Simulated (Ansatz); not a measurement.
# Fe2B: properties at the relaxed cell

An exercise on one series of results from a longer session: the logs are not shown, and one member is left open.

The COD entry's cell or inner coordinates are ideal or old and differ from later refinements, so a difference from it is no clean test against experiment.

Computed with Ansatz 0.2.0 (DFT PBEsol, scalar-relativistic, plane waves, PAW, unless a step's input says otherwise).

### Starting point

Symmetry: I4/mcm, No. 140, tetragonal system. The conventional cell has a = 4.983 Å, b = 4.983 Å, c = 4.156 Å, α = 90.00°, β = 90.00°, γ = 90.00°. Fe (site symmetry m2m) has 4 B at 2.13 Å and 3 Fe at 2.33 to 2.40 Å as nearest neighbours. B (site symmetry 422) is surrounded by 2 B at 2.08 Å and 8 Fe at 2.13 Å.

As a file:

```xyz
6
Lattice="-2.4914 2.4914 2.0782 2.4914 -2.4914 2.0782 2.4914 2.4914 -2.0782" Properties=species:S:1:pos:R:3 pbc="T T T"
Fe    3.3157    0.8243    0.0000
Fe    0.8243    1.6671    0.0000
Fe   -0.8243    1.6671    2.0782
Fe    1.6671    0.8243    2.0782
B     0.0000    0.0000    3.1173
B     0.0000    0.0000    1.0391
```

This cell was relaxed beforehand with the same method: volume 8.60 Å³/atom, gap on the mesh none (metal), site moments up to 1.6 μB.

The first run:

Contents of input.yaml:

```yaml
crystal:
  lattice:
    - [-2.4662520403, 2.4662520403, 2.0572052225]
    - [2.4662520403, -2.4662520403, 2.0572052225]
    - [2.4662520403, 2.4662520403, -2.0572052225]
  atoms:
    - { symbol: Fe, position: [0.1654242139, 0.6654242139, 0.8308484278], spin: 1.81 }
    - { symbol: Fe, position: [0.3345757861, 0.1654242139, 0.5], spin: 1.81 }
    - { symbol: Fe, position: [0.8345757861, 0.3345757861, 0.1691515722], spin: 1.81 }
    - { symbol: Fe, position: [0.6654242139, 0.8345757861, 0.5], spin: 1.81 }
    - { symbol: B, position: [0.75, 0.75, 0.0] }
    - { symbol: B, position: [0.25, 0.25, 0.0] }
basis:
  ecutwfc: 420
kpoints:
  mp_grid: { grid: [12, 12, 12] }
hamiltonian:
  xc: pbesol
scf:
  occupations: { method: gaussian, width: 0.1 }
output:
  forces: true
  stress: true
  eigenvalues: true
  populations: true
magnetization:
  spin_polarized: true
relax:
  adjacent_minimum: "off"
  f_tol: 0.01
  max_steps: 30
  cell: { stress_tol: 0.1, fix: [volume] }
```

Started as:

```
> ansatz run input.yaml --threads 2 --pin off --max-ram 5120MiB --backend cpu --events-out ev --progress --plain --runs-dir out
```

Steps of the session up to this table: The cell scaled to 0.97 of its volume; Volume × 1.03; The cell scaled to 0.94 of its volume; The cell scaled to 1.06 of its volume.

One of the session's tables, all rows but one given; the rest of the session is left out.

It belongs to the step «Fit of the equation of state». 

```
volume (Å³/atom)  energy above the lowest point (meV/atom)  pressure (GPa)  largest moment (μB)
           8.084                                      26.7           17.66                 1.37
           8.342                                         ?               ?                    ?
           8.600                                       0.0            0.02                 1.65
           8.858                                       5.4           -6.73                 1.77
           9.116                                      21.0          -12.66                 1.87
```

Estimate the missing values for volume (Å³/atom) = 8.342.

Worked estimate for «energy above the lowest point (meV/atom)». A straight line through the neighbours (8.084, 26.7) and (8.600, 0.0) gives 26.7 + (0.0 − 26.7) × (8.342 − 8.084) / (8.600 − 8.084) = 13.3; a parabola fitted to 3 rows on both sides gives 7.1.

As computed: energy above the lowest point (meV/atom): 6.2; pressure (GPa): 7.96; largest moment (μB): 1.51. In «energy above the lowest point (meV/atom)» the line misses by +7.1 and the parabola by +0.9.
